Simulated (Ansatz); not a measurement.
**HfCl2+ (doublet): from Hartree-Fock to the top rungs, def2-SVP**

An exercise on one series of results from a longer session: the logs are not shown, and one member is left open.

Program: Ansatz 0.2.0, Gaussian basis. Level of theory: def2-SVP, core rule «outside noble gas», up to 14 orbitals frozen. These are calculated values, not measurements.

To be run: UHF; CCSD(T) on ROHF; CCSD(T) on UHF; CISD; CCSDT(Q) on ROHF; CCSDT(Q) on UHF.

16 further runs of the same task are left out: 10 for a known fault of the program, 6 set aside as unsound or not needed.

## The system

The geometry is a PBE0/def2-TZVP stationary point (not a proven minimum) of the parent state, kept for this charge and spin. No spin-orbit coupling is included. Elements past krypton take def2 core potentials.

3 atoms, charge 1, spin multiplicity 2.

Atoms are counted from 1 here; the program's logs count them from 0.

Bond lengths: Hf1–Cl2 2.357 Å, Hf1–Cl3 2.357 Å. Angles: Cl2–Hf1–Cl3 180.0°.

Set-up of the first run:

Contents of in.yaml:

```yaml
crystal:
  periodic: [false, false, false]
  atoms:
    - {symbol: Hf, position_ang: [0.000000, 0.000000, 0.000000]}
    - {symbol: Cl, position_ang: [0.000000, 0.000000, -2.357400]}
    - {symbol: Cl, position_ang: [0.000000, 0.000000, 2.357400]}
basis:
  gaussian: {orbitals: def2-SVP}
total_charge: 1
magnetization: {spin_polarized: true, initial_magnetization: 1}
hamiltonian: {xc: hf}
output: {orbitals: {seedname: orbitals}}
```

On the command line:

```
$ ansatz run in.yaml --threads 1 --pin off --events-out ev --progress --plain --max-ram 3968MiB --backend cpu
```

Among the steps run: UHF; CCSD(T) on ROHF; CCSD(T) on UHF; CISD; CCSDT(Q) on ROHF; CCSDT(Q) on UHF.

One table of the session follows, with a row left open; its other results are not shown here.

It belongs to the step «Misses and costs». 

| method | from RCCSDT(Q) (kJ/mol) |
| --- | --- |
| ROHF | +934.5 |
| UHF | +930.4 |
| RMP2 | ? |
| UMP2 | +93.8 |
| RCCSD | +34.8 |
| UCCSD | +33.0 |
| RCCSD(T) | +3.7 |
| UCCSD(T) | +2.0 |
| RCCSDT | +1.4 |
| UCCSDT | -0.3 |
| RCCSDT(Q) | 0 |
| UCCSDT(Q) | -2.9 |

Estimate the missing values for RMP2.

**Answer.** from RCCSDT(Q) (kJ/mol): +95.8. In the column «from RCCSDT(Q) (kJ/mol)» it lies between UMP2 (+93.8) and UHF (+930.4).

Not comparable, so not listed: CISD (they don't share determinant, frozen orbitals or solution with the rows shown, or repeat one).

Caveats from the session: Warnings: coupled cluster took another determinant than the lowest. Restricted and unrestricted rows rest on different reference determinants; where their highest levels disagree by more than a few hundredths of an eV, they describe different states and don't form one ladder.
